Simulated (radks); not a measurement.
# H in 1s1: an all-electron calculation

Aim: the levels, the sizes of the orbitals and the parts of the energy of neutral hydrogen.

The numbers are computed with radks (a radial shooting solver on a logarithmic mesh, Libxc functionals) version 1 (scalar-relativistic Kohn-Sham, r2SCAN, spin-polarised, spherical densities, finite nucleus; open shells are filled with parallel spins first), except any that are marked as measured or tabulated.

### Step 1. The system

| Item | Value |
| --- | --- |
| element | hydrogen (Z = 1) |
| charge | 0 |
| electrons | 1 |
| configuration | 1s1 |
| nuclear rms radius | 0.8783 fm |

The outer shells:

H
```
1s [↑ ]
```

### Step 2. The calculation

Settings of this run:

```text
Z 1
configuration 1s1
relativity scalar-relativistic
functional r2scan,r2scan
spin polarised
nucleus finite rms 0.8783 fm
c 137.035999084
```

**Question.** What will this run give?

As calculated:

```
                        quantity                   value
                    total energy        -0.50018 hartree
exchange-correlation share of it                 62.12 %
                            −T/E                  1.0000
          highest occupied level        1s up, -8.026 eV
    most extended occupied level  1s up, <r> = 1.52 bohr
 radius at density 0.001 e/bohr³               2.90 bohr
    maxima of the radial density                       1
         ionisation energy, NIST      13.598 (theory) eV
```

**Reading.** The radial density shows 1 maxima for 1 occupied principal shells. The top level binds by 8.026 eV, 59 % of the NIST ionisation energy of 13.598 eV; the potential of a semilocal functional falls off too fast, so its top eigenvalue is too shallow. 
